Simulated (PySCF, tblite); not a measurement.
**C₆H₁₄P₂: geometry, infrared bands and NMR shifts**

Aim: predict the infrared bands and NMR shifts of C₆H₁₄P₂ (`C/C=C/P(C)CCP`).

Computed with tblite 0.8.0 and PySCF 2.14.0, with density-fitted response routines of our own, on a single molecule in the gas phase. Atoms count from 0, in the outputs and in this text.

## 1. Starting geometry

22 atoms, charge 0, multiplicity 1; geometry from: force field or distance geometry start.

Bonds of the start (Å): C0–C1 1.49, C1–C2 1.36, C2–P3 1.83, P3–C4 1.84, P3–C5 1.83, C5–C6 1.50, C6–P7 1.86, C0–H8 1.12, C0–H9 1.14, C0–H10 1.09, C1–H11 1.09, C2–H12 1.08, C4–H13 1.10, C4–H14 1.11, C4–H15 1.12, C5–H16 1.13, C5–H17 1.12, C6–H18 1.12, C6–H19 1.10, P7–H20 1.45, P7–H21 1.45.

## 2. Relaxing the molecule with GFN2-xTB

Job settings and geometry (Å):

```
{"job": {"kind": "relax", "xc": "GFN2-xTB", "basis": "xTB"}, "charge": 0, "multiplicity": 1}
C     -2.776000    -1.700700    -0.594100
C     -2.117500    -0.480200    -0.048000
C     -0.774000    -0.404800    -0.221800
P      0.032300     1.095500     0.449100
C     -0.613400     2.664900    -0.268400
C      1.855000     1.005000     0.500500
C      2.412900    -0.268100    -0.051500
P      1.760100    -1.689800     0.959800
H     -3.153900    -1.506800    -1.634300
H     -3.721400    -1.798600     0.031500
H     -2.155200    -2.593800    -0.595400
H     -2.662800     0.295100     0.493600
H     -0.246600    -1.185500    -0.745900
H     -0.880000     3.423600     0.487400
H     -1.557600     2.433500    -0.813200
H      0.154400     3.065000    -0.978600
H      2.289700     1.202700     1.523000
H      2.242800     1.832700    -0.153600
H      3.528200    -0.205200    -0.015300
H      2.089400    -0.370900    -1.093700
H      1.516100    -2.794400     0.047600
H      2.766900    -1.999700     1.949700
```

Launch:

```bash
$ OMP_NUM_THREADS=1 python probes_run.py task.json out
```

The driver reads the jobs from task.json and runs them one after another.

**Question.** This job is followed by: GFN2-xTB harmonic vibrations, gas phase; GIAO PBE0/pcSseg-1 NMR shielding, non-relativistic, gas phase. What will the session give for the following? strongest single infrared mode (GFN2-xTB); zero-point energy (GFN2-xTB); ¹³C shifts against TMS (PBE0/pcSseg-1); ¹H shifts against TMS (PBE0/pcSseg-1, means over atoms taken as alike); ³¹P shifts against H3PO4 (PBE0/pcSseg-1).

The runs gave:

| quantity | value |
| --- | --- |
| strongest single infrared mode (GFN2-xTB) | 2225 cm⁻¹, 304 km/mol |
| zero-point energy (GFN2-xTB) | 112.2 kcal/mol |
| ¹³C shifts against TMS (PBE0/pcSseg-1) | 147.0, 142.0, 30.0, 25.1, 19.5, 12.8 ppm |
| ¹H shifts against TMS (PBE0/pcSseg-1, means over atoms taken as alike) | 6.28, 6.18, 2.68, 2.14, 1.98, 1.75, 0.92 ppm |
| ³¹P shifts against H3PO4 (PBE0/pcSseg-1) | -85.8, -190.0 ppm |

**Reading.** The optimisation took 151 steps and gained 2.325 eV; among the close pairs (by a distance rule), P7–H21 changed most, from 1.446 to 1.393 Å. The lowest mode is imaginary (59i cm⁻¹), so the xTB geometry is not a minimum. The strongest single mode, at 2225 cm⁻¹, moves mainly H20. Unscaled tight-binding wavenumbers are off by several per cent, some by more. Its intensities can rank the bands wrongly. At PBE0/pcSseg-1: The widest tensor belongs to C1: span 242 ppm, with a paramagnetic part of -216 ppm.
